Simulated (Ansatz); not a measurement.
# CMo: the cost of one run

Method: def2-QZVPP, core rule «outside noble gas», up to 5 orbitals frozen; program: Ansatz 0.2.0, Gaussian basis.

To be run: UHF; ROHF; CCSD(T) on UHF.

2 further runs of the same task are left out: 2 set aside as unsound or not needed.

## (1) What is computed

The geometry is a PBE0/def2-TZVP stationary point (not a proven minimum) of the parent state, kept for this charge and spin. No spin-orbit coupling is included. Elements past krypton take def2 core potentials.

2 atoms, charge 1, spin multiplicity 2.

Atoms are counted from 1 here; the program's logs count them from 0.

Bond lengths: Mo1–C2 1.636 Å.

Geometry (Å):

| atom | x (Å) | y (Å) | z (Å) |
| --- | --- | --- | --- |
| Mo1 | 0.00000 | 0.00000 | 0.00000 |
| C2 | 0.00000 | 0.00000 | 1.63620 |

## (2) UHF

in.yaml

```yaml
crystal:
  periodic: [false, false, false]
  atoms:
    - {symbol: Mo, position_ang: [0.000000, 0.000000, 0.000000]}
    - {symbol: C, position_ang: [0.000000, 0.000000, 1.636200]}
basis:
  gaussian: {orbitals: "def2-QZVPP.json"}
total_charge: 1
magnetization: {spin_polarized: true, initial_magnetization: 1}
hamiltonian: {xc: hf}
output: {orbitals: {seedname: orbitals}}
```

Launch:

```console
> ansatz run in.yaml --threads 1 --pin off --events-out ev --progress --plain --max-ram 4096MiB --backend cpu
```

**Question.** How long does this run take on 1 thread of AMD EPYC 7R13, shared host, and how much memory does it need?

About 28 s, with a peak of 0.29 GiB.
